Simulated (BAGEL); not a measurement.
# A workflow on singlet SnSiH5O+

We compute a single-point energy (singlet SnSiH5O+, HF/ANO-RCC-VDZP), then a single-point energy (doublet SnSiH5O, NEVPT2(3,3)/ANO-RCC-VDZP) of H5OSiSn. 

Program for the calculation: BAGEL 1.2.2.

## 1. The system as given

The species is SnSiH5O+ (8 atoms), meant as a singlet with charge +1. SMILES of the parent species: `[SiH3][O][SnH2]`. The Si1–H4 distance was set to 1.717 Å, away from the relaxed value. That shape belongs to the parent species and isn't relaxed for this state.

Bond lengths: Si1–O2 1.631 Å, O2–Sn3 1.970 Å, Si1–H5 1.487 Å, Si1–H6 1.489 Å, Sn3–H7 1.723 Å, Sn3–H8 1.730 Å. Angles: Si1–O2–Sn3 136.4°, O2–Si1–H5 109.2°, O2–Si1–H6 111.0°, O2–Sn3–H7 102.4°, O2–Sn3–H8 105.0°, H5–Si1–H6 108.8°, H7–Sn3–H8 112.5°. A long bond or contact: Si1–H4 1.717 Å.

## 2. A single-point energy at HF/ANO-RCC-VDZP (DKH2, density fitting with AutoAux) (run 1)

hf.json

```json
{ "bagel" : [

{
  "title" : "molecule",
  "basis" : "ano-rcc-vdzp.json",
  "df_basis" : "ano-rcc-vdzp-autoaux.json",
  "angstrom" : false,
  "dkh" : true,
  "geometry" : [
    { "atom" : "Si", "xyz" : [    -1.07124795,     2.30022566,    -0.85811896 ] },
    { "atom" : "O", "xyz" : [     1.43226122,     0.84721524,     0.19937178 ] },
    { "atom" : "Sn", "xyz" : [     2.13070400,    -2.24872307,     2.14427790 ] },
    { "atom" : "H", "xyz" : [    -3.54871669,     0.24131803,    -1.24495157 ] },
    { "atom" : "H", "xyz" : [    -0.47919675,     3.47431250,    -3.34084115 ] },
    { "atom" : "H", "xyz" : [    -1.89441265,     4.31694138,     0.92332585 ] },
    { "atom" : "H", "xyz" : [     5.36005697,    -2.54541007,     1.84664604 ] },
    { "atom" : "H", "xyz" : [     0.50724029,    -4.61390428,     0.57807289 ] }
  ]
},

{ "title" : "hf", "charge" : 1 },

{ "title" : "print", "file" : "orbitals.molden", "orbitals" : true }

]}
```

The basis set ANO-RCC-VDZP is read from a file made from the Basis Set Exchange's data (not shown).

On the command line:

```console
BAGEL_NUM_THREADS=1 BAGEL hf.json > hf.out
```

The program printed:

```text
* using 1 threads per process

  ===============================================================
  ===============================================================

  *** Geometry ***

  { "atom" : "Si", "xyz" : [     -1.071248,      2.300226,     -0.858119 ] },
  { "atom" : "O", "xyz" : [      1.432261,      0.847215,      0.199372 ] },
  { "atom" : "Sn", "xyz" : [      2.130704,     -2.248723,      2.144278 ] },
  { "atom" : "H", "xyz" : [     -3.548717,      0.241318,     -1.244952 ] },
  { "atom" : "H", "xyz" : [     -0.479197,      3.474312,     -3.340841 ] },
  { "atom" : "H", "xyz" : [     -1.894413,      4.316941,      0.923326 ] },
  { "atom" : "H", "xyz" : [      5.360057,     -2.545410,      1.846646 ] },
  { "atom" : "H", "xyz" : [      0.507240,     -4.613904,      0.578073 ] },

  Number of auxiliary basis functions:     1096

  Since a DF basis is specified, we compute 2- and 3-index integrals:
    o Being stored without compression. Storage requirement is 0.088 GB

  Number of basis functions:      100
  Number of electrons      :       77

    * METHOD: MOLECULE                             2.46

  *** RHF ***

  === Nuclear Repulsion ===
   331.7622425378

      * DIIS with orbital gradients will be used.

  === RHF iteration (ano-rcc-vdzp.json) ===
      0      -6539.25379590          0.01974243           0.57
      1      -6539.26459299          0.02133052           0.56
      2      -6539.53721459          0.00190590           0.57
      3      -6539.54062436          0.00060664           0.57
      4      -6539.54098986          0.00015332           0.55
      5      -6539.54104707          0.00005945           0.58
      6      -6539.54106102          0.00002541           0.56
      7      -6539.54106380          0.00000957           0.56
      8      -6539.54106416          0.00000393           0.56
      9      -6539.54106420          0.00000156           0.57
     10      -6539.54106421          0.00000071           0.57
     11      -6539.54106421          0.00000034           0.56
     12      -6539.54106421          0.00000009           0.57
     13      -6539.54106421          0.00000004           0.55
     14      -6539.54106421          0.00000002           0.57
     15      -6539.54106421          0.00000001           0.56
    * SCF iteration converged.

    * Permanent dipole moment:
           (   -0.495546,     1.486737,    -1.532674) a.u.

    * METHOD: HF                                  11.09

    * METHOD: PRINT                                0.01

  ===============================================================
```

It took 14 s on 1 thread of Arm Neoverse V2, shared host; peak memory 0.34 GiB.

## 3. Doublet neutral SnSiH5O: the energy at NEVPT2(3,3)/ANO-RCC-VDZP (DKH2, density fitting with AutoAux) (run 2)

job.json

```json
{ "bagel": [

{
  "title": "molecule",
  "basis": "ano-rcc-vdzp.json",
  "df_basis": "ano-rcc-vdzp-autoaux.json",
  "angstrom": false,
  "dkh": true,
  "geometry": [
    { "atom": "Si", "xyz": [    -1.07124795,     2.30022566,    -0.85811896 ] },
    { "atom": "O", "xyz": [     1.43226122,     0.84721524,     0.19937178 ] },
    { "atom": "Sn", "xyz": [     2.13070400,    -2.24872307,     2.14427790 ] },
    { "atom": "H", "xyz": [    -3.54871669,     0.24131803,    -1.24495157 ] },
    { "atom": "H", "xyz": [    -0.47919675,     3.47431250,    -3.34084115 ] },
    { "atom": "H", "xyz": [    -1.89441265,     4.31694138,     0.92332585 ] },
    { "atom": "H", "xyz": [     5.36005697,    -2.54541007,     1.84664604 ] },
    { "atom": "H", "xyz": [     0.50724029,    -4.61390428,     0.57807289 ] }
  ]
},

{
  "title": "hf",
  "charge": 1
},

{
  "title": "casscf",
  "nstate": 1,
  "nact": 3,
  "nclosed": 37,
  "nspin": 1,
  "active": [38, 39, 45],
  "maxiter": 200,
  "natocc": true
},

{
  "title": "nevpt2",
  "nstate": 1,
  "nact": 3,
  "nclosed": 37,
  "nspin": 1,
  "active": [38, 39, 45],
  "maxiter": 200,
  "natocc": true,
  "ncore": 24
},

{
  "title": "print",
  "file": "orbitals.molden",
  "orbitals": true
}

]}
```

The basis set ANO-RCC-VDZP is read from a file made from the Basis Set Exchange's data (not shown).

On the command line:

```console
BAGEL_NUM_THREADS=1 BAGEL job.json > job.out
```

The program printed:

```text
* using 1 threads per process

  ===============================================================
  ===============================================================

  *** Geometry ***

  { "atom" : "Si", "xyz" : [     -1.071248,      2.300226,     -0.858119 ] },
  { "atom" : "O", "xyz" : [      1.432261,      0.847215,      0.199372 ] },
  { "atom" : "Sn", "xyz" : [      2.130704,     -2.248723,      2.144278 ] },
  { "atom" : "H", "xyz" : [     -3.548717,      0.241318,     -1.244952 ] },
  { "atom" : "H", "xyz" : [     -0.479197,      3.474312,     -3.340841 ] },
  { "atom" : "H", "xyz" : [     -1.894413,      4.316941,      0.923326 ] },
  { "atom" : "H", "xyz" : [      5.360057,     -2.545410,      1.846646 ] },
  { "atom" : "H", "xyz" : [      0.507240,     -4.613904,      0.578073 ] },

  Number of auxiliary basis functions:     1096

  Since a DF basis is specified, we compute 2- and 3-index integrals:
    o Being stored without compression. Storage requirement is 0.088 GB

  Number of basis functions:      100
  Number of electrons      :       77

    * METHOD: MOLECULE                             2.49

  *** RHF ***

  === Nuclear Repulsion ===
   331.7622425378

      * DIIS with orbital gradients will be used.

  === RHF iteration (ano-rcc-vdzp.json) ===
      0      -6539.25379590          0.01974243           0.58
      1      -6539.26459299          0.02133052           0.58
      2      -6539.53721459          0.00190590           0.58
      3      -6539.54062436          0.00060664           0.58
      4      -6539.54098986          0.00015332           0.57
      5      -6539.54104707          0.00005945           0.58
      6      -6539.54106102          0.00002541           0.58
      7      -6539.54106380          0.00000957           0.58
      8      -6539.54106416          0.00000393           0.58
      9      -6539.54106420          0.00000156           0.58
     10      -6539.54106421          0.00000071           0.58
     11      -6539.54106421          0.00000034           0.56
     12      -6539.54106421          0.00000009           0.57
     13      -6539.54106421          0.00000004           0.57
     14      -6539.54106421          0.00000002           0.57
     15      -6539.54106421          0.00000001           0.58
    * SCF iteration converged.

    * Permanent dipole moment:
           (   -0.495546,     1.486737,    -1.532674) a.u.

    * METHOD: HF                                  11.27

  ---------------------------
      CASSCF calculation
  ---------------------------

    ==== Active orbitals : =====
         Orbital 38
         Orbital 39
         Orbital 45
    ============================

    * nstate   :      1
    * nclosed  :     37
    * nact     :      3
    * nvirt    :     60
  === CASSCF iteration (ano-rcc-vdzp.json) ===

    * Using the second-order algorithm

      0  0     -6539.82492763     9.67e-03      0.21

      1  0     -6539.85089245     4.34e-04      2.63

      2  0     -6539.86454301     6.11e-04      2.48

      3  0     -6539.86713158     1.01e-04      2.49

      4  0     -6539.86720548     2.34e-05      2.65

      5  0     -6539.86720637     5.82e-06      2.64

      6  0     -6539.86720639     1.35e-06      2.68

      7  0     -6539.86720639     2.98e-07      2.62

      8  0     -6539.86720639     6.50e-08      2.51

      9  0     -6539.86720639     1.40e-08      2.36

     10  0     -6539.86720639     3.08e-09      2.17

    * Second-order optimization converged. *

     guess   0:   closed 1..                  open .1.

  === FCI iteration ===

      0  0     -6539.84957992     4.65e-02      0.00
      1  0     -6539.86719922     7.37e-04      0.00
      2  0     -6539.86720639     1.03e-05      0.00
      3  0     -6539.86720640     1.12e-06      0.00
      4  0     -6539.86720640     4.11e-08      0.00
      5  0     -6539.86720640     2.82e-09      0.00
      6  0 *   -6539.86720640     7.17e-11      0.00

     * ci vector, state   0, <S^2> = 0.7500
       2a.     0.9921159763
       .a2     0.1253214085

    * METHOD: CASSCF                              27.89

    * freezing 24 orbitals

  === DF-NEVPT2 calculation ===

    * 3-index integral transformation done
    * assembly done

      NEVPT2 correlation energy:   -0.7893296699      0.29

          (+0)     -0.6200719620
          (+0)'    -0.0897326970
          (+1)     -0.0196954124
          (+1)'    -0.0054521786
          (+2)     -0.0002448624
          (-1)     -0.0415336112
          (-1)'    -0.0041174508
          (-2)     -0.0084814956

      NEVPT2 total energy:       -6540.6565360645

    * METHOD: NEVPT2                               1.19

    * METHOD: PRINT                                0.01

  ===============================================================
```

Run time: 43 s. Hardware: 1 thread of Arm Neoverse V2, shared host; peak memory 0.36 GiB.

## 4. Outcome

| quantity | value |
| --- | --- |
| run 1, HF/ANO-RCC-VDZP: total energy | -6539.54106 Eh |
| run 1, HF/ANO-RCC-VDZP: HOMO energy | -15.57 eV |
| run 1, HF/ANO-RCC-VDZP: LUMO energy | -7.70 eV |
| run 1, HF/ANO-RCC-VDZP: HOMO–LUMO gap | 7.87 eV |
| doublet neutral SnSiH5O: total energy | -6540.65654 Eh |
